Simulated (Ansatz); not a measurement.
# Mo: the cost of one run

Computed with Ansatz 0.2.0 (DFT LDA, scalar-relativistic, plane waves, PAW, unless a step's input says otherwise).

The COD entry's cell or inner coordinates are ideal or old and differ from later refinements, so a difference from it is no clean test against experiment.

3 further runs of the same task are left out: 1 that didn't finish, 2 set aside as unsound or not needed. Runs told in other sessions of the task aren't counted.

## 1. The starting structure

It takes space group Im-3m (No. 229, cubic). The conventional cell has a = 3.111 Å, b = 3.111 Å, c = 3.111 Å, α = 90.00°, β = 90.00°, γ = 90.00°. Around Mo (site symmetry m-3m) lie 8 Mo at 2.69 Å.

As a file:

```cif
data_structure
_symmetry_space_group_name_H-M 'P 1'
_symmetry_Int_Tables_number 1
_cell_length_a 2.6945
_cell_length_b 2.6945
_cell_length_c 2.6945
_cell_angle_alpha 109.471
_cell_angle_beta 109.471
_cell_angle_gamma 109.471
_cell_volume 15.06
loop_
_atom_site_label
_atom_site_type_symbol
_atom_site_fract_x
_atom_site_fract_y
_atom_site_fract_z
_atom_site_occupancy
Mo1 Mo 0.00000 0.00000 0.00000 1
```

It is the result of an earlier relaxation at this level (volume 15.06 Å³/atom; gap on the mesh: none (metal)).

## 2. Plan of the line

Rigid slide and opening across a plane, one cut a cell; the plane is (0 1 1) of the conventional cell.

The axes are (1) slide along a1 − a2 (4.400 Å): 6 values from 0.000 to 0.833, periodic; (2) opening across the cut: 5 values from −0.25 to 2.20 Å.

Nothing else is relaxed (rigid halves). Energies count from the perfect crystal. Points are written as (first, second).

## 3. The run at (0.500, −0.25 Å)

input.yaml

```yaml
crystal:
  lattice:
    - [-1.5556839022, 1.5556839022, -1.5556839022]
    - [-1.5556839022, -1.5556839022, 1.5556839022]
    - [0.0, 7.6016428157, 4.4902750113]
  atoms:
    - { symbol: Mo, position: [-0.4502919831, 0.4502919831, 0.9005839662] }
    - { symbol: Mo, position: [0.4356725738, 0.5643274262, 0.1286548523] }
    - { symbol: Mo, position: [-0.1929822785, 0.1929822785, 0.3859645569] }
    - { symbol: Mo, position: [0.1783628692, 0.8216371308, 0.6432742616] }
basis:
  ecutwfc: 420
kpoints:
  mp_grid: { grid: [17, 17, 5] }
hamiltonian:
  xc: lda
  pseudopotentials: { kind: paw, azcp: { folder: soft_1 } }
scf:
  occupations: { method: gaussian, width: 0.15 }
output:
  forces: true
  stress: true
  eigenvalues: true
  write_density: true
  write_potential: true
  elf: true
  volumetric_format: npy
```

On the command line:

```bash
> ansatz run input.yaml --threads 2 --pin off --max-ram 4096MiB --backend cpu --events-out ev --progress --plain --runs-dir out
```

What time and memory should one allow on 2 threads of Arm Neoverse N1, shared host?

About 47 s, with a peak of 0.71 GiB.
